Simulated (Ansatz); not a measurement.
This script makes an atomisation energy of C₂H₈AlB, SMILES C[BH][AlH][CH3] with Ansatz 0.2.0, Python API.

`c2h8alb.xyz`
```text
12

C    -1.27580    1.31540   -0.40540
B    -0.96790    0.63110    0.94540
Al    0.49350   -0.79280    0.97990
C     1.57620   -1.23770   -0.68400
H    -1.65040    0.60050   -1.18120
H    -2.14310    2.10510   -0.24740
H    -0.40380    1.89700   -0.79660
H    -1.50770    0.92420    1.93060
H     0.89780   -1.51230    2.40470
H     2.00600   -0.33840   -1.04820
H     0.77190   -1.62640   -1.41360
H     2.28010   -2.02090   -0.45020
```

Script `c2h8alb.py`:
```python
# -*- coding: utf-8 -*-
"""Atomisation energy of C2H8AlB at the given geometry."""

from collections import Counter
import logging
import sys

import ansatz as az

logging.basicConfig(stream=sys.stdout, format="[%(levelname)s] %(message)s")
logger = logging.getLogger("ansatz_job")
logger.setLevel(logging.INFO)

BASIS_SET = "pcseg-2"
FUNCTIONAL = "HF"


def energy_of(molecule, charge=0, unpaired=0):
    calc = (
        molecule.calculation()
        .basis(gaussian=BASIS_SET)
        .functional(FUNCTIONAL)
        .accuracy("high")
    )
    if charge:
        calc = calc.charge(charge)
    if unpaired:
        calc = calc.spin("collinear", total=unpaired)
    return calc.run().report["free_energy_ev"]

geometry = az.Crystal.molecule_from_extxyz("c2h8alb.xyz")

# Hund ground states
unpaired = {"C": 2, "B": 1, "Al": 1, "H": 1}
counts = Counter(site.symbol for site in geometry.cartesian_sites)
atom_energy = {s: energy_of(az.Crystal.molecule().atom(s, (0, 0, 0)), 0, unpaired[s]) for s in counts}
whole = energy_of(geometry, 0, 0)
for s, e in atom_energy.items():
    logger.info(f"{s:2s} x{counts[s]}  {e:14.5f} eV")
logger.info(f"C2H8AlB: {whole:.5f} eV")
split = sum(counts[s] * e for s, e in atom_energy.items()) - whole
logger.info(f"atomisation energy (no zero-point term): {96.485332 * split:.1f} kJ/mol, {split / sum(counts.values()):.3f} eV an atom")
```

What does it cost to take this molecule apart into atoms?

3140.1 kJ/mol from the electronic energies, without the zero-point term.

What the script printed:

```console
$ python c2h8alb.py
[INFO] C  x2     -1025.57196 eV
[INFO] B  x1      -667.47374 eV
[INFO] Al x1     -6581.60005 eV
[INFO] H  x8       -13.60238 eV
[INFO] C2H8AlB: -9441.58120 eV
[INFO] atomisation energy (no zero-point term): 3140.1 kJ/mol, 2.712 eV an atom
```

These settings explore the input space; basis and method may be short of convergence. The geometry is a force-field or estimated start, not a minimum of this method, and the basis set is short of its limit. All parts are taken at fixed geometry, without zero-point energy. Hartree-Fock leaves correlation out, so bond, atomisation and ionisation energies come out well too low. Hardware and time: 42 s on 1 thread of Arm Neoverse V1 (shared host), peak memory 1.5 GiB.

(A comment or docstring line of the script was reworded after the run, the code is as it ran; lines on the test bed's own set-up are left out of the output.)
